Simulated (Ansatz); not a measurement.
# CH6AlF2NO: the cost of one run

Program: Ansatz 0.2.0. Level of theory: UKS PBE0-D4/STO-3G. These are calculated values, not measurements.

## 1. Starting point

Bond lengths: Al1–N2 2.237 Å, N2–C3 1.452 Å, Al1–F4 1.644 Å, Al1–F5 1.638 Å, Al1–O7 2.179 Å, N2–H8 1.011 Å, C3–H9 1.096 Å, C3–H10 1.089 Å, C3–H11 1.096 Å, O7–H12 0.954 Å. Angles (14 of 16 angles, heavy atoms first): Al1–N2–C3 123.8°, N2–Al1–F4 111.2°, N2–Al1–F5 116.0°, N2–Al1–O7 70.6°, F4–Al1–F5 123.7°, F4–Al1–O7 110.4°, F5–Al1–O7 112.8°, Al1–N2–H8 120.1°, C3–N2–H8 112.1°, N2–C3–H9 111.8°, N2–C3–H10 108.9°, N2–C3–H11 110.8°, Al1–O7–H12 119.4°, H9–C3–H10 108.2°.

As a file:

```xyz
12

Al   -0.2374    1.2594    1.1520
N     0.3262   -0.7119    0.2582
C    -0.5193   -1.4544   -0.6588
F    -1.7419    1.7196    0.6766
F     0.3866    1.5812    2.6322
H     0.9328    0.3304   -0.3298
O     1.1974    1.5771   -0.4566
H     0.9952   -1.3080    0.7262
H    -1.0831   -2.2411   -0.1451
H    -1.2322   -0.7692   -1.1158
H     0.0796   -1.9181   -1.4509
H     0.8961    1.9350   -1.2882
```

## 2. Run 1

150 steps of 0.5 fs at constant energy, with velocities drawn for 1000 K.

input.yaml reads:

```yaml
crystal:
  periodic: [false, false, false]
  atoms:
    - { symbol: Al, position_ang: [-0.2374, 1.2594, 1.152] }
    - { symbol: "N", position_ang: [0.3262, -0.7119, 0.2582] }
    - { symbol: C, position_ang: [-0.5193, -1.4544, -0.6588] }
    - { symbol: F, position_ang: [-1.7419, 1.7196, 0.6766] }
    - { symbol: F, position_ang: [0.3866, 1.5812, 2.6322] }
    - { symbol: H, position_ang: [0.9328, 0.3304, -0.3298] }
    - { symbol: O, position_ang: [1.1974, 1.5771, -0.4566] }
    - { symbol: H, position_ang: [0.9952, -1.308, 0.7262] }
    - { symbol: H, position_ang: [-1.0831, -2.2411, -0.1451] }
    - { symbol: H, position_ang: [-1.2322, -0.7692, -1.1158] }
    - { symbol: H, position_ang: [0.0796, -1.9181, -1.4509] }
    - { symbol: H, position_ang: [0.8961, 1.935, -1.2882] }
magnetization:
  spin_polarized: true
basis:
  gaussian: { orbitals: STO-3G }
hamiltonian:
  xc: pbe0
  dispersion: d4
md:
  timestep: 0.5
  n_steps: 150
  ensemble: nve
  temperature: 1000.0
  initial_velocities: maxwell_boltzmann
  seed: 647140
```

The run is started by

```console
> ansatz run input.yaml --threads 1 --pin off --max-ram 2048MiB --backend cpu --events-out ev --progress --plain --runs-dir out
```

Q: Estimate wall time and peak memory on 1 thread of Intel Xeon 6975P-C (Granite Rapids), shared host.

About 6 min, with a peak of 0.17 GiB.
